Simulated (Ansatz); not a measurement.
# Be: a tetragonal deformation path

The task here is to estimate one member of a computed series from the others.

Method: DFT PBEsol, scalar-relativistic, plane waves, PAW, in Ansatz 0.2.0.

## The structure to begin with

It takes space group Im-3m (No. 229, cubic). The conventional cell has a = 2.506 Å, b = 2.506 Å, c = 2.506 Å, α = 90.00°, β = 90.00°, γ = 90.00°. Around Be (site symmetry m-3m) lie 8 Be at 2.17 Å.

Structure file:

```cif
data_structure
_symmetry_space_group_name_H-M 'Im-3m'
_symmetry_Int_Tables_number 229
_cell_length_a 2.5062
_cell_length_b 2.5062
_cell_length_c 2.5062
_cell_angle_alpha 90.000
_cell_angle_beta 90.000
_cell_angle_gamma 90.000
_cell_volume 15.74
loop_
_atom_site_label
_atom_site_type_symbol
_atom_site_symmetry_multiplicity
_atom_site_Wyckoff_symbol
_atom_site_fract_x
_atom_site_fract_y
_atom_site_fract_z
_atom_site_occupancy
Be1 Be 2 a 0.00000 0.00000 0.00000 1
```

It goes back to an entry of the Materials Project, which need not be the stable form.

The cell is taken as given, not relaxed at this level.

Set-up of the first run:

input.yaml reads:

```yaml
crystal:
  lattice:
    - [-1.2531209513, 1.2531209513, 1.2531209513]
    - [1.2531209513, -1.2531209513, 1.2531209513]
    - [1.2531209513, 1.2531209513, -1.2531209513]
  atoms:
    - { symbol: Be, position: [0.0, 0.0, 0.0] }
basis:
  ecutwfc: 420
kpoints:
  mp_grid: { grid: [30, 30, 30] }
hamiltonian:
  xc: pbesol
scf:
  occupations: { method: gaussian, width: 0.15 }
output:
  forces: true
  stress: true
  eigenvalues: true
```

Steps of the session up to this table: Zero of the scan; At ρ = 0.707; ρ = 1.414; At ρ = 0.850; ρ = 1.200; ρ = 0.780; At ρ = 1.300; Point ρ = 0.920; ρ = 1.100; Point ρ = 0.650; Point ρ = 1.500; Point ρ = 0.960; ρ = 1.050.

One table of the session follows, with a row left open; its other results are not shown here.

It belongs to the step «The scan collected». 

```
    ρ  ΔE (meV/atom)  pressure (GPa)
0.650          540.3            19.5
0.707          289.4            11.5
0.780          112.3             5.1
0.850           36.3             1.4
0.920            8.5            -1.0
0.960            2.9            -1.8
1.000            0.0            -2.0
1.050            2.0            -1.9
1.100            6.2            -1.6
1.200            9.2            -1.0
1.300              ?               ?
1.414          -18.6            -1.2
1.500           -9.4            -1.1
```

Q: Estimate the row for ρ = 1.300 from the others.

Worked estimate for «ΔE (meV/atom)». A straight line through the neighbours (1.200, 9.2) and (1.414, -18.6) gives 9.2 + (-18.6 − 9.2) × (1.300 − 1.200) / (1.414 − 1.200) = -3.8; a parabola fitted to 4 rows on both sides gives -4.6.

The run gave: ΔE (meV/atom): -6.5; pressure (GPa): -1.1. In «ΔE (meV/atom)» the line misses by +2.7 and the parabola by +1.9.
